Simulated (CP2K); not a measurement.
## ZrB under changes of volume

One of the cells (12.568 Å³/atom); the others are scaled copies at fixed shape and fractional positions:

```
Zr B
1.0
     3.28805    0.00000    0.00000
     1.64402    2.84753    0.00000
     1.64402    0.94918    2.68468
Zr B
1 1
Cartesian
  0.0000 0.0000 0.0000
  3.2880 1.8984 1.3423
```

| Property | Result |
| --- | --- |
| Program | CP2K 2026.2 |
| Functional | LDA |
| Potentials or basis | GTH_POTENTIALS Zr GTH-PADE-q12, B GTH-PADE-q3; TZVP-MOLOPT-PBE-GTH basis |
| Density cutoff | 6123 eV |
| k mesh | 10 × 10 × 10 |
| Occupations | fermi-dirac, width 0.1 eV |
| Spin | no spin polarisation |

```csv
volume (Å³/atom),energy over the lowest point (meV/atom),pressure (GPa)
11.814,233.91,42.4
12.065,172.69,35.8
12.317,?,?
12.568,79.19,24.3
12.819,45.37,19.2
13.071,19.20,14.5
13.322,0.00,10.3
```

Q: What does the run at 12.317 Å³/atom give?

A: Energy over the lowest point 121.39 meV/atom; pressure 29.8 GPa.

Worked out: A Birch-Murnaghan fit of order 3 (a polynomial in V^(-2/3)) to the other rows has no minimum within the range. It gives 121.26 meV/atom at 12.317 Å³/atom, against the run's 121.39, and -dE/dV = 29.7 GPa, against 29.8.

Energies are extrapolated to zero smearing.

Caveats: the basis of atomic orbitals isn't converged, which shifts pressures, moduli and gaps.
